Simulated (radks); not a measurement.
**Hf with its nuclear charge varied continuously**

The task here is to estimate one member of a computed series from the others.

Method: scalar-relativistic Kohn-Sham, PBE, spin-polarised, spherical densities, finite nucleus; open shells are filled with parallel spins first. Code: radks (a radial shooting solver on a logarithmic mesh, Libxc functionals) version 1.

### What is computed

| Item | Value |
| --- | --- |
| element | hafnium (Z = 72) |
| charge | 0 |
| electrons | 72 |
| configuration | [Xe] 4f14 5d2 6s2 |
| nuclear rms radius | 5.347 fm |

Outer shells as boxes (Hund's rule):

Hf
```
[Xe] core
4f [↑↓][↑↓][↑↓][↑↓][↑↓][↑↓][↑↓]
5d [↑ ][↑ ][  ][  ][  ]
6s [↑↓]
```

Set-up of the first run:

The run's settings:

```text
Z 72
configuration [Xe] 4f14 5d2 6s2
relativity scalar-relativistic
functional pbe,pbe
spin polarised
nucleus finite rms 5.347 fm
c 137.035999084
```

Steps of the session up to this table: Z = 72.

One table of the session follows, with a row left open; its other results are not shown here.

From the orbitals of this run (lengths in bohr):

| level | <r> | outermost maximum (interpolated) | 90 % within | nodes |
| --- | --- | --- | --- | --- |
| 5p up | 1.346 | 1.16 | 1.98 | 3 |
| 5p down | 1.339 | 1.16 | 1.97 | 3 |
| 4f up | 0.6794 | 0.455 | 1.15 | 0 |
| 4f down | 0.6752 | 0.455 | 1.14 | 0 |
| 6s up | ? | ? | ? | ? |
| 6s down | 3.528 | 2.94 | 5.27 | 5 |
| 5d up | 2.469 | 1.70 | 4.08 | 2 |
| 5d down | 2.609 | 1.69 | 4.42 | 2 |

Q: Estimate the row for 6s up from the others.

As computed: <r>: 3.402; outermost maximum (interpolated): 2.88; 90 % within: 5.04; nodes: 5. In the column «<r>» it lies between 5d down (2.609) and 6s down (3.528).

Caveats from the session: At Z = 72 the central difference of E is -520.285 hartree, against -516.505 from the Hellmann-Feynman theorem; the scalar-relativistic energy here is not variational, so the two differ by a part that grows with Z.
